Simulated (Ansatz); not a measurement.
# C2H7BO2: small, medium and large basis sets

One table from this session's results is given with a row withheld; the runs are named, their logs left out.

Method: one geometry, several basis sets; program: Ansatz 0.2.0, Gaussian basis.

Plan: PBE0-D4/def2-SVP; ωB97M-V/def2-SVP; PBE0-D4/def2-QZVPP; ωB97M-V/def2-QZVPP; the functionals' def2-TZVPP values are taken from earlier runs.

## Structure used throughout

An earlier PBE0-D4 in a triple-zeta def2 set relaxation fixed the geometry.

SMILES `CCB(O)O`, 12 atoms, charge 0, spin multiplicity 1.

Atoms are counted from 1 here; the program's logs count them from 0.

Bond lengths: C1–C2 1.524 Å, C1–H6 1.092 Å, C1–H7 1.095 Å, C1–H8 1.095 Å, C2–B3 1.575 Å, C2–H9 1.096 Å, C2–H10 1.096 Å, B3–O4 1.370 Å, B3–O5 1.363 Å, O4–H11 0.959 Å, O5–H12 0.961 Å. Angles: C2–C1–H6 112.1°, C2–C1–H7 111.7°, C2–C1–H8 111.7°, H6–C1–H7 106.8°, H6–C1–H8 106.7°, H7–C1–H8 107.6°, C1–C2–B3 115.9°, C1–C2–H9 110.2°, C1–C2–H10 110.3°, B3–C2–H9 107.7°, B3–C2–H10 107.7°, H9–C2–H10 104.4°, C2–B3–O4 123.8°, C2–B3–O5 118.8°, O4–B3–O5 117.4°, B3–O4–H11 113.0°, B3–O5–H12 111.9°.

Set-up of the first run:

Input file in.yaml:

```yaml
crystal:
  periodic: [false, false, false]
  atoms:
    - {symbol: C, position_ang: [-1.076387, 0.813452, 0.711067]}
    - {symbol: C, position_ang: [0.395752, 0.481015, 0.502529]}
    - {symbol: B, position_ang: [0.702875, -0.640439, -0.560396]}
    - {symbol: O, position_ang: [-0.264133, -1.304893, -1.267374]}
    - {symbol: O, position_ang: [2.000583, -0.980250, -0.801018]}
    - {symbol: H, position_ang: [-1.218107, 1.596439, 1.459194]}
    - {symbol: H, position_ang: [-1.544827, 1.170254, -0.212052]}
    - {symbol: H, position_ang: [-1.643004, -0.057990, 1.055376]}
    - {symbol: H, position_ang: [0.853545, 0.175712, 1.450851]}
    - {symbol: H, position_ang: [0.950030, 1.380137, 0.208821]}
    - {symbol: H, position_ang: [-1.152528, -1.016187, -1.048716]}
    - {symbol: H, position_ang: [2.073000, -1.672550, -1.464282]}
basis:
  gaussian: {orbitals: def2-SVP}
hamiltonian: {xc: pbe0, dispersion: d4}
output: {orbitals: {seedname: orbitals}}
```

Launch:

```console
$ ansatz run in.yaml --threads 4 --pin off --events-out ev --progress --plain --max-ram 10444MiB
```

Among the steps run: PBE0-D4 in def2-SVP; ωB97M-V in def2-SVP; PBE0-D4 in def2-QZVPP; ωB97M-V in def2-QZVPP.

One of the session's tables, all rows but one given; the rest of the session is left out.

| functional | basis | HOMO (eV) | LUMO (eV) |
| --- | --- | --- | --- |
| PBE0-D4 | def2-SVP | -8.60 | 1.44 |
| PBE0-D4 | def2-TZVPP | -8.74 | 0.68 |
| PBE0-D4 | def2-QZVPP | -8.77 | 0.34 |
| ωB97M-V | def2-SVP | ? | ? |
| ωB97M-V | def2-TZVPP | -11.08 | 2.03 |
| ωB97M-V | def2-QZVPP | -11.10 | 1.45 |

Estimate the missing values for ωB97M-V, def2-SVP.

The run gave: HOMO (eV): -10.93; LUMO (eV): 3.08. In the column «HOMO (eV)» it lies between ωB97M-V, def2-TZVPP (-11.08) and PBE0-D4, def2-QZVPP (-8.77).
